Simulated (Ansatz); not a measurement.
**C2H7FSSi: basis-set convergence**

One table from this session's results is given with a row withheld; the runs are named, their logs left out.

Method: one geometry, several basis sets; program: Ansatz 0.2.0, Gaussian basis.

The runs, in order: PBE0-D4/def2-SVP; ωB97M-V/def2-SVP; PBE0-D4/def2-QZVPP; ωB97M-V/def2-QZVPP; the functionals' def2-TZVPP values are taken from earlier runs.

### Structure used throughout

The geometry comes from an earlier relaxation with PBE0-D4 in a triple-zeta def2 set; it is a stationary point, not always the lowest conformer.

12 atoms, charge 0, spin multiplicity 1.

Atoms are counted from 1 here; the program's logs count them from 0.

Bond lengths: C1–C2 1.517 Å, C1–H6 1.092 Å, C1–H7 1.093 Å, C1–H8 1.094 Å, C2–S3 1.824 Å, C2–Si4 1.868 Å, C2–H9 1.095 Å, S3–H10 1.344 Å, Si4–F5 1.607 Å, Si4–H11 1.485 Å, Si4–H12 1.480 Å. Angles: C2–C1–H6 111.2°, C2–C1–H7 111.1°, C2–C1–H8 110.4°, H6–C1–H7 107.8°, H6–C1–H8 108.6°, H7–C1–H8 107.7°, C1–C2–S3 114.0°, C1–C2–Si4 116.8°, C1–C2–H9 110.4°, S3–C2–Si4 102.8°, S3–C2–H9 103.1°, Si4–C2–H9 108.6°, C2–S3–H10 96.7°, C2–Si4–F5 110.7°, C2–Si4–H11 108.8°, C2–Si4–H12 110.6°, F5–Si4–H11 107.2°, F5–Si4–H12 107.7° and more.

As a file:

```csv
atom,x (Å),y (Å),z (Å)
C1,-1.4008,0.4697,-0.0478
C2,-0.1867,-0.3122,-0.5127
S3,-0.1605,-2.0466,0.0504
Si4,1.4828,0.3248,0.0318
F5,1.6359,1.8861,-0.3157
H6,-2.3272,-0.0202,-0.3565
H7,-1.4176,0.5595,1.0415
H8,-1.3850,1.4809,-0.4638
H9,-0.1863,-0.4051,-1.6039
H10,-0.1339,-1.7838,1.3685
H11,1.5879,0.1921,1.5067
H12,2.5684,-0.4001,-0.6647
```

The first run:

Input file in.yaml:

```yaml
crystal:
  periodic: [false, false, false]
  atoms:
    - {symbol: C, position_ang: [-1.400840, 0.469688, -0.047827]}
    - {symbol: C, position_ang: [-0.186737, -0.312246, -0.512727]}
    - {symbol: S, position_ang: [-0.160487, -2.046590, 0.050394]}
    - {symbol: Si, position_ang: [1.482779, 0.324766, 0.031806]}
    - {symbol: F, position_ang: [1.635915, 1.886085, -0.315682]}
    - {symbol: H, position_ang: [-2.327160, -0.020186, -0.356479]}
    - {symbol: H, position_ang: [-1.417578, 0.559506, 1.041530]}
    - {symbol: H, position_ang: [-1.384971, 1.480915, -0.463850]}
    - {symbol: H, position_ang: [-0.186343, -0.405145, -1.603878]}
    - {symbol: H, position_ang: [-0.133926, -1.783831, 1.368461]}
    - {symbol: H, position_ang: [1.587919, 0.192115, 1.506728]}
    - {symbol: H, position_ang: [2.568430, -0.400079, -0.664674]}
basis:
  gaussian: {orbitals: def2-SVP}
hamiltonian: {xc: pbe0, dispersion: d4}
output: {orbitals: {seedname: orbitals}}
```

Launch:

```bash
$ ansatz run in.yaml --threads 4 --pin off --events-out ev --progress --plain --max-ram 10444MiB
```

Steps of the session up to this table: PBE0-D4 in def2-SVP; ωB97M-V in def2-SVP; PBE0-D4 in def2-QZVPP; ωB97M-V in def2-QZVPP.

One table of the session follows, with a row left open; its other results are not shown here.

It belongs to the step «Density functionals: the series». 

```
functional       basis  HOMO (eV)  LUMO (eV)
   PBE0-D4    def2-SVP      -7.03       0.61
   PBE0-D4  def2-TZVPP      -7.12       0.10
   PBE0-D4  def2-QZVPP      -7.15      -0.07
   ωB97M-V    def2-SVP      -9.21       2.56
   ωB97M-V  def2-TZVPP          ?          ?
   ωB97M-V  def2-QZVPP      -9.36       1.46
```

Q: Estimate the row for ωB97M-V, def2-TZVPP from the others.

As computed: HOMO (eV): -9.33; LUMO (eV): 1.87. In the column «HOMO (eV)» it lies between ωB97M-V, def2-QZVPP (-9.36) and ωB97M-V, def2-SVP (-9.21).
